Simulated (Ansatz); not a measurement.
# AlCl2H5Si: the cost of one run

Program: Ansatz 0.2.0. Level of theory: RKS B3LYP-D4/6-31G*. These are calculated values, not measurements.

**1. The starting structure**

Bond lengths: Al1–Si2 2.708 Å, Al1–Cl3 2.016 Å, Al1–Cl4 2.016 Å, Al1–H5 1.740 Å, Si2–H7 1.470 Å, Si2–H8 1.479 Å, Si2–H9 1.479 Å. Angles: Al1–Si2–H7 116.7°, Al1–Si2–H8 114.5°, Al1–Si2–H9 114.3°, H7–Si2–H8 103.2°, H7–Si2–H9 103.3°, H8–Si2–H9 103.2°, Si2–Al1–Cl3 115.0°, Si2–Al1–Cl4 115.8°, Si2–Al1–H5 43.6°, Cl3–Al1–Cl4 126.8°, Cl3–Al1–H5 114.2°, Cl4–Al1–H5 113.0°.

As a file:

```xyz
9

Al   -0.9784    1.0673   -0.1596
Si    1.1584   -0.5962   -0.1782
Cl   -2.1453    0.9753   -1.8008
Cl   -0.9139    2.5610    1.1927
H    -0.5824   -0.4836    0.5216
H    -1.4679   -0.5394    0.9399
H     2.3511   -0.1321   -0.9020
H     1.6860   -0.9299    1.1623
H     0.8923   -1.9225   -0.7760
```

**2. A restrained relaxation towards end A**

Springs on the bonds that form and break draw the guess towards this end; the thresholds are loose.

input.yaml

```yaml
crystal:
  periodic: [false, false, false]
  atoms:
    - { symbol: Al, position_ang: [-0.9784, 1.0673, -0.1596] }
    - { symbol: Si, position_ang: [1.1584, -0.5962, -0.1782] }
    - { symbol: Cl, position_ang: [-2.1453, 0.9753, -1.8008] }
    - { symbol: Cl, position_ang: [-0.9139, 2.561, 1.1927] }
    - { symbol: H, position_ang: [-0.5824, -0.4836, 0.5216] }
    - { symbol: H, position_ang: [-1.4679, -0.5394, 0.9399] }
    - { symbol: H, position_ang: [2.3511, -0.1321, -0.902] }
    - { symbol: H, position_ang: [1.686, -0.9299, 1.1623] }
    - { symbol: H, position_ang: [0.8923, -1.9225, -0.776] }
basis:
  gaussian: { orbitals: "6-31G*" }
hamiltonian:
  xc: b3lyp
  dispersion: d4
relax:
  f_tol: 0.15
  max_steps: 25
  restrain:
    - { distance: [0, 5], at: 2.82, k: 30.0 }
    - { distance: [4, 1], at: 2.72, k: 30.0 }
    - { distance: [0, 1], at: 2.32, k: 30.0 }
    - { distance: [4, 5], at: 0.62, k: 30.0 }
output:
  orbitals: {}
```

Launch:

```sh
$ ansatz run input.yaml --threads 2 --pin off --max-ram 3072MiB --backend cpu --events-out ev --progress --plain --runs-dir out
```

What time and memory should one allow on 2 threads of Intel Xeon Platinum 8375C at 2.90GHz (Ice Lake), shared host?

About 20 s, with a peak of 0.21 GiB.
